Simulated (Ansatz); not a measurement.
# BrCu: the cost of one run

Computed with Ansatz 0.2.0 (DFT PBE0, Gaussian basis cc-pVTZ, and further levels as typed in the inputs, unless a step's input says otherwise).

**1. The system as given**

Bond lengths: Cu1–Br2 2.207 Å.

Structure file:

```xyz
2

Cu    0.0000    0.0000   -0.0084
Br    0.0000    0.0000    2.1984
```

**2. Relaxing the atoms: BrCu**

input.yaml reads:

```yaml
relax:
  f_tol: 0.001
  max_steps: 200
crystal:
  periodic: [false, false, false]
  atoms:
    - { symbol: Cu, position_ang: [0.0, 0.0, -0.008415] }
    - { symbol: Br, position_ang: [0.0, 0.0, 2.198415] }
basis:
  gaussian: { orbitals: cc-pVTZ }
hamiltonian:
  xc: pbe0
```

On the command line:

```console
ansatz run input.yaml --threads 2 --pin off --max-ram 4096MiB --backend cpu --events-out ev --progress --plain --runs-dir out
```

**Question.** How long does this run take on 2 threads of Intel Xeon at 2.30GHz, shared host, and how much memory does it need?

About 17 s, with a peak of 0.25 GiB.
